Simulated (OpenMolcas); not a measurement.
**Ta⁴⁺ among point charges: CASSCF and CASPT2 levels and susceptibility**

How does a field of 4 point charges split the states of Ta⁴⁺, and what χT follows?

The numbers are computed with OpenMolcas 26.06 (state-averaged CASSCF and CASPT2, spin-orbit coupling by RASSI with atomic mean-field integrals), except any that are marked as measured or tabulated.

### Step 1. What is computed

```
Species                           : Ta⁴⁺ (tantalum, Z = 73, 69 electrons)
Basis                             : ANO-RCC-VDZP [7s6p4d2f1g], 68 functions
Scalar Hamiltonian                : DKH2, point nucleus
Inactive shells                   : 1s 2s 2p 3s 3p 3d 4s 4p 4d 4f 5s 5p
Active space                      : 1 electron in 5 orbitals (5d)
Some configurations of this space : 5d
Orbitals                          : optimised for each spin and parity, averaged over all roots
```

Outer shells as boxes (Hund's rule):

5d
```
5d [↑ ][  ][  ][  ][  ]
```

The ion sits among 4 point charges of -1.6 e arranged as a square (D4h), 1.8 Å from the ion.

Each step is its own input file, run in one work folder so that later steps find the files of earlier ones. Labels, J, g values, rates, χT and fits are worked out afterwards by a script from the matrices that RASSI stores. The input lists half of the charges; inversion (Group=XYZ) makes the rest.

### Step 2. Basis and integrals

Contents of a.inp:

```
&GATEWAY
Coord
1

Ta 0.0 0.0 0.0
Basis=ANO-RCC-VDZP
Group=XYZ
NoMove
AngMom=0.0 0.0 0.0
AMFI
XField
2 Angstrom 0
1.800000 0.000000 0.000000 -1.600000
0.000000 1.800000 0.000000 -1.600000
&SEWARD
```

The run is started by

```console
$ OMP_NUM_THREADS=1 MOLCAS_MEM=1689 MOLCAS_PROJECT=a pymolcas a.inp > a.log
```

### Step 3. Reference wave functions, doublets of even parity, 5 roots

Contents of a.inp:

```
&RASSCF
FileOrb=start.orb
Symmetry=1
Spin=2
nActEl=1 0 0
Inactive=15 19
Ras2=5 0
CIRoot=5 5 1
SDav=5
CIMx=300
Iter=120 100
PrWF=0.3
OrbListing=Nothing
MaxOrb=0
>>> COPY $Project.JobIph JOB001
```

start.orb holds the contracted functions of the basis, ordered by shell, or the orbitals of the step before.

### Step 4. RASSI: spin-orbit coupling between the states

Contents of a.inp:

```
&RASSI
NrOfJobIphs=1 5
1 2 3 4 5
IphNames
JOB001
EJob
SpinOrbit
DIPRint=1.0
SOCoupling=1000.0
Subsets=2
Property=9
'ANGMOM' 1 'ANGMOM' 2 'ANGMOM' 3 'MLTPL  1' 1 'MLTPL  1' 2 'MLTPL  1' 3
'AMFI' 1 'AMFI' 2 'AMFI' 3
SOProperty=3
'ANGMOM' 1 'ANGMOM' 2 'ANGMOM' 3
```

### Step 5. CASPT2: IPEA 0.25, imaginary shift 0.1 (closed shells correlated: 4f 5s 5p)

Contents of a.inp:

```
>>> COPY JOB001 $Project.JobIph
&CASPT2
Multistate=5 1 2 3 4 5
NoMult
Frozen=14 9
IPEA=0.25
Imaginary=0.1
MaxIter=60
WThr=0.0 0.3 0.05
PrWF=0.5
NoMix
```

(Steps that only read results are left out.)

Q: Predict the outcome of this session. Wanted: spin-free ground state; first state of the same spin within the active space; lowest level; next level.

As calculated:

```
                                            quantity                                                                           value
                                              method  SS-CASPT2, IPEA 0.25, imaginary shift 0.1 (closed shells correlated: 4f 5s 5p)
                              spin-free ground state                                                 2A1, 1-fold in its orbital part
first state of the same spin within the active space                                                                2E at 16700 cm⁻¹
                                        lowest level                                               2-fold E1/2, g = 1.32, 1.32, 1.96
                                          next level                                                                    16202.1 cm⁻¹
                                         χT at 300 K                                                                  0.24 cm³ K/mol
                           effective moment at 300 K                                                                         1.39 μB
```

Cost by method:

```tsv
method	time of its own steps	time with the reference
A. CASSCF	2 s	2 s
B. SS-CASPT2, IPEA 0.25, imaginary shift 0.1, +4f 5s 5p	0.92 s	2.9 s
```

Times are of one thread on a shared host.

In words: The spin-free ground state (2A1) comes to 100 % from free-ion D terms and keeps the highest spin of the shell. χT at 300 K is 0.24, against 0.38 cm³ K/mol for the spin alone, so orbital moment lowers it. The field of point charges can differ much from that of real complexes. This is an electrostatic model: the charges have no orbitals.
